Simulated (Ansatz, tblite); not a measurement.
# Ga8As8 wurtzite off sphere (Ga₈As₈H₂₂): removing and adding an electron

What does removing or adding an electron cost or gain for Ga8As8 wurtzite off sphere (Ga₈As₈H₂₂)? Each charged state is run at several levels.

Computed with Ansatz 0.2.0, Gaussian basis. Level: as each input shows.

Levels to be run: charge +1 doublet, at the geometry of the singlet (PBE0-D4/def2-SVP, PBE-D4/def2-SVP, PBE-QIDH/def2-SVP); charge -1 doublet, at the geometry of the singlet (PBE0-D4/def2-SVP, PBE-D4/def2-SVP, PBE-QIDH/def2-SVP); the starting singlet's energies come from earlier runs.

## (1) The structure

The geometry is that of the singlet, from an earlier relaxation (PBE-D4/def2-SVP).

38 atoms, charge 0, spin multiplicity 1.

Atoms are counted from 1 here; the program's logs count them from 0.

Bond lengths: Ga1–As2 2.548 Å, Ga1–As3 2.506 Å, Ga1–H17 1.577 Å, Ga1–H18 1.577 Å, As2–Ga5 2.499 Å, As2–H19 1.526 Å, As2–H20 1.526 Å, As3–Ga4 2.473 Å, As3–Ga11 2.465 Å, As3–H21 1.528 Å, Ga4–As6 2.500 Å, Ga4–As7 2.473 Å, Ga4–H22 1.578 Å, Ga5–As6 2.478 Å, Ga5–As12 2.467 Å, Ga5–H23 1.575 Å, As6–Ga9 2.478 Å, As6–H24 1.527 Å and more. Angles: As2–Ga1–As3 94.8°, As2–Ga1–H17 105.9°, As2–Ga1–H18 105.7°, As3–Ga1–H17 109.9°, As3–Ga1–H18 109.7°, H17–Ga1–H18 126.1°, Ga1–As2–Ga5 124.3°, Ga1–As2–H19 110.1°, Ga1–As2–H20 110.1°, Ga5–As2–H19 106.0°, Ga5–As2–H20 106.0°, H19–As2–H20 96.8°, Ga1–As3–Ga4 113.0°, Ga1–As3–Ga11 111.0°, Ga1–As3–H21 106.3°, Ga4–As3–Ga11 116.2°, Ga4–As3–H21 104.7°, Ga11–As3–H21 104.6° and more.

## (2) Charge +1 doublet at the fixed geometry, PBE0-D4/def2-SVP

in.yaml reads:

```yaml
crystal:
  periodic: [false, false, false]
  atoms:
    - {symbol: Ga, position_ang: [0.514353, -4.489842, -1.472237]}
    - {symbol: As, position_ang: [0.520447, -4.208319, 1.060348]}
    - {symbol: As, position_ang: [0.533440, -2.031532, -1.956495]}
    - {symbol: Ga, position_ang: [-1.552661, -0.894483, -1.268628]}
    - {symbol: Ga, position_ang: [0.541854, -2.002000, 2.233383]}
    - {symbol: As, position_ang: [-1.370407, -0.791701, 1.222960]}
    - {symbol: As, position_ang: [-1.493045, 1.481577, -1.953248]}
    - {symbol: Ga, position_ang: [-3.630257, 2.695187, -1.465795]}
    - {symbol: Ga, position_ang: [-1.460178, 1.468176, 2.236575]}
    - {symbol: As, position_ang: [-3.381880, 2.555450, 1.066414]}
    - {symbol: Ga, position_ang: [2.637150, -0.998181, -1.193974]}
    - {symbol: As, position_ang: [2.449373, -0.772721, 1.265089]}
    - {symbol: As, position_ang: [2.387288, 1.379054, -1.945808]}
    - {symbol: Ga, position_ang: [0.455152, 2.784369, -1.190265]}
    - {symbol: Ga, position_ang: [2.732440, 1.574286, 2.137661]}
    - {symbol: As, position_ang: [0.558228, 2.505409, 1.268304]}
    - {symbol: H, position_ang: [-0.894577, -5.097230, -1.834698]}
    - {symbol: H, position_ang: [1.916419, -5.114195, -1.835360]}
    - {symbol: H, position_ang: [-0.626556, -5.002345, 1.678759]}
    - {symbol: H, position_ang: [1.655788, -5.021667, 1.674829]}
    - {symbol: H, position_ang: [0.565228, -1.895095, -3.478326]}
    - {symbol: H, position_ang: [-2.860722, -1.648577, -1.727040]}
    - {symbol: H, position_ang: [0.507303, -2.119215, 3.804082]}
    - {symbol: H, position_ang: [-2.611454, -1.508197, 1.750669]}
    - {symbol: H, position_ang: [-1.360073, 1.442888, -3.475227]}
    - {symbol: H, position_ang: [-4.861748, 1.780368, -1.828985]}
    - {symbol: H, position_ang: [-3.468847, 4.222044, -1.826531]}
    - {symbol: H, position_ang: [-1.577882, 1.494814, 3.807394]}
    - {symbol: H, position_ang: [-4.642783, 1.958364, 1.684583]}
    - {symbol: H, position_ang: [-3.517931, 3.944363, 1.683290]}
    - {symbol: H, position_ang: [3.967467, -1.650593, -1.730800]}
    - {symbol: H, position_ang: [3.668753, -1.541530, 1.769657]}
    - {symbol: H, position_ang: [2.390321, 1.382338, -3.471770]}
    - {symbol: H, position_ang: [3.695616, 2.133525, -1.738006]}
    - {symbol: H, position_ang: [0.555892, 4.263355, -1.725069]}
    - {symbol: H, position_ang: [2.666252, 1.534499, 3.712579]}
    - {symbol: H, position_ang: [3.888655, 2.242191, 1.286711]}
    - {symbol: H, position_ang: [0.503580, 3.945147, 1.774977]}
basis:
  gaussian: {orbitals: def2-SVP, fitting: {mean_field: def2-universal-jkfit}}
total_charge: 1
magnetization: {spin_polarized: true, initial_magnetization: 1}
hamiltonian: {xc: pbe0, dispersion: d4}
scf: {omitted_lower_state_checks: [starts]}
output: {orbitals: {seedname: orbitals}}
```

Run with:

```
$ ansatz run in.yaml --threads 4 --pin off --events-out ev --progress --plain --max-ram 46080MiB --backend cuda --devices 0, --max-vram 37GiB
```

The program printed:

```text
Functional definition: PBE0
  name "PBE0"
  cite "Adamo & Barone, J. Chem. Phys. 110, 6158 (1999) doi:10.1063/1.478522"
  cite "Perdew, Burke & Ernzerhof, Phys. Rev. Lett. 77, 3865 (1996) doi:10.1103/PhysRevLett.77.3865"
  parent pbe
  parameter a = 0.25
  parameter kappa = 0.804
  parameter beta = 0.06672455060314922
  exchange = (1 - a)*pbe_x(kappa = kappa, mu = beta*pi^2/3) + a*exact_x
  correlation = pbe_c(beta = beta)
these checks for a lower state are left out or cut short: starts
4652 factors; integrals over basis functions are off by at most 3.6e-1 eV
mean field evaluation 1: about -905885.0931 eV, gradient 3.8e1 eV
mean field evaluation 2: about -905884.9547 eV, gradient 4.2e1 eV
mean field evaluation 4: about -905888.7669 eV, gradient 2.8e0 eV
mean field evaluation 8: about -905888.8134 eV, gradient 2.7e-1 eV
mean field evaluation 16: about -905888.8149 eV, gradient 4.6e-3 eV
mean field evaluation 32: about -905888.8149 eV, gradient 9.2e-6 eV
mean field -905888.81493235 eV, -33290.7999152711 hartree, gradient 5.7e-6 eV, S^2 0.753874; 0 other end points of the search recorded, 0 dependent functions left out
reference -905888.81500281 eV, -33290.7999178606 hartree; 267, 266 occupied and 355, 356 virtual orbitals, 4652 factors
Total energy: -905891.53598187 eV, -33290.8999119966 hartree
Checks for a lower state left out: starts
```

It took 17 s on 1 × H100 (card shared with other runs) with 4 threads of AMD EPYC 7R13, shared host; peak host memory 1.3 GiB.

Report: HOMO -10.04 eV, LUMO -9.04 eV (over both spins); ⟨S²⟩ 0.754 (pure: 0.75).

## (3) Charge +1 doublet at the fixed geometry, PBE-D4/def2-SVP

start.molden holds the orbitals of an earlier run on this state, given as this run's starting guess.

Changes to in.yaml since step 2:

```diff
@@ -42,6 +42,6 @@
 basis:
-  gaussian: {orbitals: def2-SVP, fitting: {mean_field: def2-universal-jkfit}}
+  gaussian: {orbitals: def2-SVP, fitting: {mean_field: def2-universal-jkfit}, initial_orbitals: start.molden}
 total_charge: 1
 magnetization: {spin_polarized: true, initial_magnetization: 1}
-hamiltonian: {xc: pbe0, dispersion: d4}
+hamiltonian: {xc: pbe, dispersion: d4}
 scf: {omitted_lower_state_checks: [starts]}
```

Launched as before.

The program printed:

```text
Functional definition: PBE
  name "PBE"
  cite "Perdew, Burke & Ernzerhof, Phys. Rev. Lett. 77, 3865 (1996) doi:10.1103/PhysRevLett.77.3865"
  parent pbe
  parameter kappa = 0.804
  parameter beta = 0.06672455060314922
  exchange = pbe_x(kappa = kappa, mu = beta*pi^2/3)
  correlation = pbe_c(beta = beta)
these checks for a lower state are left out or cut short: starts
4652 factors; integrals over basis functions are off by at most 3.6e-1 eV
mean field evaluation 1: about -905864.2964 eV, gradient 1.4e1 eV
mean field evaluation 2: about -905864.9805 eV, gradient 6.7e-1 eV
mean field evaluation 4: about -905864.9763 eV, gradient 5.1e-2 eV
mean field evaluation 8: about -905864.9764 eV, gradient 1.2e-5 eV
mean field -905864.97641486 eV, -33289.9238659119 hartree, gradient 1.2e-5 eV, S^2 0.750864; 0 other end points of the search recorded, 0 dependent functions left out
reference -905864.97650878 eV, -33289.9238693633 hartree; 267, 266 occupied and 355, 356 virtual orbitals, 4652 factors
Total energy: -905867.96591612 eV, -33290.0337280567 hartree
Checks for a lower state left out: starts
```

Wall time 6.5 s (1 × H100 (card shared with other runs) with 4 threads of AMD EPYC 7R13, shared host); peak host memory 1.3 GiB.

HOMO -9.10 eV, LUMO -9.00 eV (over both spins); ⟨S²⟩ 0.751 (pure: 0.75).

## (4) Charge +1 doublet at the fixed geometry, PBE-QIDH/def2-SVP

Changes to in.yaml since step 3:

```diff
@@ -45,4 +45,3 @@
 magnetization: {spin_polarized: true, initial_magnetization: 1}
-hamiltonian: {xc: pbe, dispersion: d4}
+hamiltonian: {xc: {name: PBE-QIDH}}
 scf: {omitted_lower_state_checks: [starts]}
-output: {orbitals: {seedname: orbitals}}
```

Same command.

The program printed:

```text
Functional definition: PBE-QIDH
  name "PBE-QIDH"
  cite "Brémond, Sancho-García, Pérez-Jiménez & Adamo, J. Chem. Phys. 141, 031101 (2014) doi:10.1063/1.4890314"
  cite "Perdew, Burke & Ernzerhof, Phys. Rev. Lett. 77, 3865 (1996) doi:10.1103/PhysRevLett.77.3865"
  parameter a = 3^(-1/3)
  parameter c = 1/3
  exchange = (1 - a)*pbe_x + a*exact_x
  correlation = (1 - c)*pbe_c + c*(mp2_os + mp2_ss)
these checks for a lower state are left out or cut short: starts
4652 factors; integrals over basis functions are off by at most 3.6e-1 eV
mean field evaluation 1: about -905701.3762 eV, gradient 2.2e1 eV
mean field evaluation 2: about -905703.1926 eV, gradient 1.7e0 eV
mean field evaluation 4: about -905703.3198 eV, gradient 8.3e-2 eV
mean field evaluation 8: about -905703.3163 eV, gradient 9.1e-6 eV
mean field -905703.31630027 eV, -33283.9829662777 hartree, gradient 9.3e-6 eV, S^2 0.773561; 0 other end points of the search recorded, 0 dependent functions left out
144 core orbitals not correlated: weight in the atoms' cores, before any rotation towards them, 1.000 or more for the frozen orbitals, at most 0.000 for the correlated occupied ones
reference -905703.31632882 eV, -33283.9829673271 hartree; 123, 122 occupied and 355, 356 virtual orbitals, 4652 factors
second order -114.67834890 eV of doubles, -0.00000000 eV of singles
Total energy: -905741.54244513 eV, -33285.3877511906 hartree
Checks for a lower state left out: starts
```

Wall time 22 s (1 × H100 (card shared with other runs) with 4 threads of AMD EPYC 7R13, shared host); peak host memory 5.1 GiB.

From the report: ⟨S²⟩ 0.774 (pure: 0.75).

## (5) Vertical ionisation energy

Charged state less starting state, singlet to doublet; the starting state's energies are those of its earlier runs.

```
            level  vertical ionisation energy (eV)  time
  PBE-D4/def2-SVP                            +7.54  11 s
 PBE0-D4/def2-SVP                            +8.04  26 s
PBE-QIDH/def2-SVP                            +8.40  40 s
```

Times add the two runs; a level without a time comes out of a correlated run.

Beside −ε(HOMO) of the starting state:

| level | −ε(HOMO) (eV) | by difference (eV) | mismatch (eV) |
| --- | --- | --- | --- |
| PBE-D4/def2-SVP | 5.94 | 7.54 | -1.60 |
| PBE0-D4/def2-SVP | 6.91 | 8.04 | -1.13 |

## (6) Charge -1 doublet at the fixed geometry, PBE0-D4/def2-SVP

Changes to in.yaml since step 4:

```diff
@@ -42,6 +42,7 @@
 basis:
-  gaussian: {orbitals: def2-SVP, fitting: {mean_field: def2-universal-jkfit}, initial_orbitals: start.molden}
-total_charge: 1
+  gaussian: {orbitals: def2-SVP, fitting: {mean_field: def2-universal-jkfit}}
+total_charge: -1
 magnetization: {spin_polarized: true, initial_magnetization: 1}
-hamiltonian: {xc: {name: PBE-QIDH}}
+hamiltonian: {xc: pbe0, dispersion: d4}
 scf: {omitted_lower_state_checks: [starts]}
+output: {orbitals: {seedname: orbitals}}
```

Same command.

The program printed:

```text
Functional definition: PBE0
  name "PBE0"
  cite "Adamo & Barone, J. Chem. Phys. 110, 6158 (1999) doi:10.1063/1.478522"
  cite "Perdew, Burke & Ernzerhof, Phys. Rev. Lett. 77, 3865 (1996) doi:10.1103/PhysRevLett.77.3865"
  parent pbe
  parameter a = 0.25
  parameter kappa = 0.804
  parameter beta = 0.06672455060314922
  exchange = (1 - a)*pbe_x(kappa = kappa, mu = beta*pi^2/3) + a*exact_x
  correlation = pbe_c(beta = beta)
these checks for a lower state are left out or cut short: starts
4652 factors; integrals over basis functions are off by at most 3.6e-1 eV
mean field evaluation 1: about -905891.7437 eV, gradient 4.4e1 eV
mean field evaluation 2: about -905887.3338 eV, gradient 5.5e1 eV
mean field evaluation 4: about -905897.1039 eV, gradient 3.3e0 eV
mean field evaluation 8: about -905897.1500 eV, gradient 2.8e-1 eV
mean field evaluation 16: about -905897.1559 eV, gradient 9.0e-3 eV
mean field evaluation 32: about -905897.1560 eV, gradient 8.2e-5 eV
mean field -905897.15595911 eV, -33291.1064423509 hartree, gradient 5.1e-6 eV, S^2 0.752126; 0 other end points of the search recorded, 0 dependent functions left out
reference -905897.15602944 eV, -33291.1064449356 hartree; 268, 267 occupied and 354, 355 virtual orbitals, 4652 factors
Total energy: -905900.00804311 eV, -33291.2112545045 hartree
Checks for a lower state left out: starts
```

Wall time 17 s (1 × H100 (card shared with other runs) with 4 threads of AMD EPYC 7R13, shared host); peak host memory 1.4 GiB.

From the report: HOMO 0.62 eV, LUMO 1.62 eV (over both spins); ⟨S²⟩ 0.752 (pure: 0.75). Doubts: highest occupied level lies above zero.

## (7) Charge -1 doublet at the fixed geometry, PBE-D4/def2-SVP

Changes to in.yaml since step 6:

```diff
@@ -42,6 +42,6 @@
 basis:
-  gaussian: {orbitals: def2-SVP, fitting: {mean_field: def2-universal-jkfit}}
+  gaussian: {orbitals: def2-SVP, fitting: {mean_field: def2-universal-jkfit}, initial_orbitals: start.molden}
 total_charge: -1
 magnetization: {spin_polarized: true, initial_magnetization: 1}
-hamiltonian: {xc: pbe0, dispersion: d4}
+hamiltonian: {xc: pbe, dispersion: d4}
 scf: {omitted_lower_state_checks: [starts]}
```

Launched as before.

The program printed:

```text
Functional definition: PBE
  name "PBE"
  cite "Perdew, Burke & Ernzerhof, Phys. Rev. Lett. 77, 3865 (1996) doi:10.1103/PhysRevLett.77.3865"
  parent pbe
  parameter kappa = 0.804
  parameter beta = 0.06672455060314922
  exchange = pbe_x(kappa = kappa, mu = beta*pi^2/3)
  correlation = pbe_c(beta = beta)
these checks for a lower state are left out or cut short: starts
4652 factors; integrals over basis functions are off by at most 3.6e-1 eV
mean field evaluation 1: about -905872.3789 eV, gradient 1.4e1 eV
mean field evaluation 2: about -905873.0674 eV, gradient 6.4e-1 eV
mean field evaluation 4: about -905873.0634 eV, gradient 7.1e-2 eV
mean field evaluation 8: about -905873.0638 eV, gradient 2.1e-4 eV
mean field evaluation 16: about -905873.0638 eV, gradient 4.7e-6 eV
mean field -905873.06379325 eV, -33290.2210715858 hartree, gradient 4.7e-6 eV, S^2 0.750917; 0 other end points of the search recorded, 0 dependent functions left out
reference -905873.06388801 eV, -33290.2210750684 hartree; 268, 267 occupied and 354, 355 virtual orbitals, 4652 factors
Total energy: -905876.19797408 eV, -33290.3362506067 hartree
Checks for a lower state left out: starts
```

Run time: 9 s. Hardware: 1 × H100 (card shared with other runs) with 4 threads of AMD EPYC 7R13, shared host; peak host memory 1.3 GiB.

Report: HOMO 0.80 eV, LUMO 0.95 eV (over both spins); ⟨S²⟩ 0.751 (pure: 0.75). Doubts: highest occupied level lies above zero.

## (8) Charge -1 doublet at the fixed geometry, PBE-QIDH/def2-SVP

Changes to in.yaml since step 7:

```diff
@@ -45,4 +45,3 @@
 magnetization: {spin_polarized: true, initial_magnetization: 1}
-hamiltonian: {xc: pbe, dispersion: d4}
+hamiltonian: {xc: {name: PBE-QIDH}}
 scf: {omitted_lower_state_checks: [starts]}
-output: {orbitals: {seedname: orbitals}}
```

The command is unchanged.

The program printed:

```text
Functional definition: PBE-QIDH
  name "PBE-QIDH"
  cite "Brémond, Sancho-García, Pérez-Jiménez & Adamo, J. Chem. Phys. 141, 031101 (2014) doi:10.1063/1.4890314"
  cite "Perdew, Burke & Ernzerhof, Phys. Rev. Lett. 77, 3865 (1996) doi:10.1103/PhysRevLett.77.3865"
  parameter a = 3^(-1/3)
  parameter c = 1/3
  exchange = (1 - a)*pbe_x + a*exact_x
  correlation = (1 - c)*pbe_c + c*(mp2_os + mp2_ss)
these checks for a lower state are left out or cut short: starts
4652 factors; integrals over basis functions are off by at most 3.6e-1 eV
mean field evaluation 1: about -905709.5572 eV, gradient 2.2e1 eV
mean field evaluation 2: about -905711.3728 eV, gradient 1.7e0 eV
mean field evaluation 4: about -905711.4268 eV, gradient 2.7e-1 eV
mean field evaluation 8: about -905711.4401 eV, gradient 2.4e-4 eV
mean field -905711.44005776 eV, -33284.2815088589 hartree, gradient 2.2e-6 eV, S^2 0.754720; 0 other end points of the search recorded, 0 dependent functions left out
144 core orbitals not correlated: weight in the atoms' cores, before any rotation towards them, 1.000 or more for the frozen orbitals, at most 0.000 for the correlated occupied ones
reference -905711.44008657 eV, -33284.2815099179 hartree; 124, 123 occupied and 354, 355 virtual orbitals, 4652 factors
second order -115.88847876 eV of doubles, -0.00000000 eV of singles
Total energy: -905750.06957949 eV, -33285.7011175987 hartree
Checks for a lower state left out: starts
```

It took 32 s on 1 × H100 (card shared with other runs) with 4 threads of AMD EPYC 7R13, shared host; peak host memory 5.1 GiB.

From the report: ⟨S²⟩ 0.755 (pure: 0.75).

## (9) Vertical electron affinity

Starting state less charged state (positive: the electron is bound), singlet to doublet; the starting state's energies are those of its earlier runs.

```csv
level,vertical electron affinity (eV),time
PBE-D4/def2-SVP,+0.69,14 s
PBE0-D4/def2-SVP,+0.43,26 s
PBE-QIDH/def2-SVP,+0.13,50 s
```

Times add the two runs; a level without a time comes out of a correlated run.

Beside −ε(LUMO) of the starting state:

```
           level  −ε(LUMO) (eV)  by difference (eV)  mismatch (eV)
 PBE-D4/def2-SVP           2.04                0.69          +1.35
PBE0-D4/def2-SVP           1.35                0.43          +0.91
```

## (10) Results

| quantity | value |
| --- | --- |
| vertical ionisation energy, functionals in def2-SVP | 7.54 (PBE-D4) to 8.40 eV (PBE-QIDH) |
| vertical electron affinity, functionals in def2-SVP | 0.13 (PBE-QIDH) to 0.69 eV (PBE-D4) |

What this shows: The vertical ionisation energy spans 7.54 to 8.40 eV over the functionals. −ε(HOMO) misses the level's own difference by -1.13 eV at best (PBE0-D4) and -1.60 eV at worst (PBE-D4). The vertical electron affinity spans 0.13 to 0.69 eV over the functionals. The anion's highest level lies above zero where self-interaction lifts it, so diffuse functions weigh on these values. −ε(LUMO) misses the level's own difference by +0.91 eV at best (PBE0-D4) and +1.35 eV at worst (PBE-D4).
